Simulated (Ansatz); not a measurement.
Write a Python script for the Ansatz DFT code, driven from Python that makes an active-space calculation of ClGa. Level of theory: SC-NEVPT2, def2-SVP basis, multiplicity 1.

```xyz
2

Ga    0.0000    0.0000    0.0000
Cl    0.0000    0.0000    2.1750
```

`cas.py`
```python
"""Static correlation in ClGa: natural occupations of an active space."""

import logging
import sys

import ansatz as az

logging.basicConfig(stream=sys.stdout, format="%(levelname)s %(message)s")
logger = logging.getLogger("run")
logger.setLevel(logging.INFO)


def main() -> None:
    mol = (
        az.Crystal.molecule()
        .atom("Ga", [0.0, 0.0, 0.0])
        .atom("Cl", [0.0, 0.0, 2.175])
    )

    calculation = (
        mol.calculation()
        .basis(gaussian="def2-SVP")
        .correlation(active_electrons=4, active_orbitals=4)
    )
    for method in ["sc_nevpt2"]:
        data = (calculation if method is None else calculation.correlation(method)).run(threads=1, pin="off").report
        space = data["configurations"]
        state = space["states"][0]
        print(method or "casscf", f"total {data['free_energy_ev'] / 27.211386246:.6f} Ha, active-space state {state['energy']['hartree']:.6f} Ha, mean field {data['reference_energy_ev'] / 27.211386246:.6f} Ha")
        print("  determinants", state["n_determinants"], " natural occupations", [round(n, 3) for n in space["natural_occupations"]])
    print("effectively unpaired electrons, sum of min(n, 2 - n):", round(sum(min(n, 2 - n) for n in space["natural_occupations"]), 3))


if __name__ == "__main__":
    main()
```

`python cas.py` gives:
```text
sc_nevpt2 total -2382.749395 Ha, active-space state -2382.451493 Ha, mean field -2382.425297 Ha
  determinants 10  natural occupations [2.0, 1.909, 0.046, 0.045]
effectively unpaired electrons, sum of min(n, 2 - n): 0.182
```

Reading the output:
- Total energies depend on the basis set; only differences at equal settings carry meaning.
- The geometry is a force-field or estimated start, not a minimum of this method, and the basis set is short of its limit. The active space starts as a window about the frontier orbitals and is then optimised, not chosen by chemistry.
- The spin state was assumed, and another may lie lower.
- Wall time of the script: 1.7 s on 1 thread of Arm Neoverse V2, on a shared host, peak memory 0.16 GiB.
